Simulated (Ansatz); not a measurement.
# C2H6CrO2: one species, many methods

An exercise on one series of results from a longer session: the logs are not shown, and one member is left open.

Computed with Ansatz 0.2.0, Gaussian basis. Level: functionals in def2-TZVPP, the program's frozen cores in correlated methods.

The runs, in order: LDA (SPW92), PBE-D4, revPBE-D4, BLYP-D4, r2SCAN-D4, B97M-V, PBE0-D4, B3LYP-D4, r2SCANh-D4, r2SCAN0-D4, HSE06-D4, BHLYP-D4, CAM-B3LYP-D4, LC-ωPBE, ωB97X-V, ωB97M-V, B2PLYP, PBE-QIDH; CCSD(T)/def2-SVP; CCSD(T)/def2-TZVPP; MP2/def2-QZVPP; extrapolation to the limit; RPA on PBE.

### Structure used throughout

The geometry comes from an earlier relaxation with PBE0-D4 in a triple-zeta def2 set; it is a stationary point, not always the lowest conformer.

SMILES `[CH3][Cr]([CH3])(=[O])=[O]`, 11 atoms, charge 0, spin multiplicity 1.

Atoms are counted from 1 here; the program's logs count them from 0.

Bond lengths: C1–Cr2 1.963 Å, C1–H6 1.093 Å, C1–H7 1.090 Å, C1–H8 1.093 Å, Cr2–C3 1.963 Å, Cr2–O4 1.547 Å, Cr2–O5 1.547 Å, C3–H9 1.090 Å, C3–H10 1.093 Å, C3–H11 1.093 Å. Angles: Cr2–C1–H6 106.6°, Cr2–C1–H7 110.8°, Cr2–C1–H8 106.6°, H6–C1–H7 110.4°, H6–C1–H8 111.9°, H7–C1–H8 110.4°, C1–Cr2–C3 113.5°, C1–Cr2–O4 107.7°, C1–Cr2–O5 107.7°, C3–Cr2–O4 107.7°, C3–Cr2–O5 107.7°, O4–Cr2–O5 112.6°, Cr2–C3–H9 110.8°, Cr2–C3–H10 106.6°, Cr2–C3–H11 106.6°, H9–C3–H10 110.4°, H9–C3–H11 110.4°, H10–C3–H11 111.9°.

Set-up of the first run:

Input file in.yaml:

```yaml
crystal:
  periodic: [false, false, false]
  atoms:
    - {symbol: C, position_ang: [-1.548330, 0.566562, 0.305660]}
    - {symbol: Cr, position_ang: [0.174003, 0.361804, -0.612712]}
    - {symbol: C, position_ang: [1.385138, -0.905833, 0.269286]}
    - {symbol: O, position_ang: [-0.111948, -0.173266, -2.035771]}
    - {symbol: O, position_ang: [0.867656, 1.744508, -0.625415]}
    - {symbol: H, position_ang: [-1.325202, 0.929128, 1.312352]}
    - {symbol: H, position_ang: [-2.185561, 1.276431, -0.221039]}
    - {symbol: H, position_ang: [-2.012610, -0.422714, 0.321586]}
    - {symbol: H, position_ang: [2.325237, -0.985981, -0.275677]}
    - {symbol: H, position_ang: [0.870835, -1.870048, 0.284942]}
    - {symbol: H, position_ang: [1.560780, -0.520591, 1.276798]}
basis:
  gaussian: {orbitals: def2-TZVPP}
hamiltonian: {xc: lda}
output: {orbitals: {seedname: orbitals}}
```

Command:

```sh
ansatz run in.yaml --threads 4 --pin off --events-out ev --progress --plain --max-ram 10444MiB
```

Steps of the session up to this table: LDA; PBE-D4 (GGA); revPBE-D4 (GGA); BLYP-D4 (GGA); r2SCAN-D4 (meta-GGA); B97M-V (meta-GGA); B3LYP-D4 (hybrid); r2SCANh-D4 (hybrid); r2SCAN0-D4 (hybrid); HSE06-D4 (hybrid); BHLYP-D4 (hybrid); CAM-B3LYP-D4 (range-separated); LC-ωPBE (range-separated); ωB97X-V (range-separated); ωB97M-V (range-separated); B2PLYP (double hybrid); PBE-QIDH (double hybrid).

One table of the session follows, with a row left open; its other results are not shown here.

It belongs to the step «Orbital energies across the functionals». 

```
  functional  HOMO (eV)  LUMO (eV)  gap (eV)
 LDA (SPW92)      -7.70      -4.80      2.90
      PBE-D4      -7.51      -4.53      2.98
   revPBE-D4      -7.43      -4.43      3.00
     BLYP-D4      -7.41      -4.44      2.97
   r2SCAN-D4      -7.82      -4.48      3.34
      B97M-V          ?          ?         ?
     PBE0-D4      -8.98      -3.49      5.49
    B3LYP-D4      -8.74      -3.78      4.96
  r2SCANh-D4      -8.40      -4.08      4.32
  r2SCAN0-D4      -9.21      -3.43      5.78
    HSE06-D4      -8.58      -3.87      4.70
    BHLYP-D4     -10.34      -2.19      8.15
CAM-B3LYP-D4     -10.43      -2.36      8.07
     LC-ωPBE     -11.80      -1.20     10.60
     ωB97X-V     -11.43      -1.21     10.22
     ωB97M-V     -11.35      -1.18     10.16
```

Estimate the missing values for B97M-V.

As computed: HOMO (eV): -7.92; LUMO (eV): -4.43; gap (eV): 3.48. In the column «HOMO (eV)» it lies between r2SCANh-D4 (-8.40) and r2SCAN-D4 (-7.82).
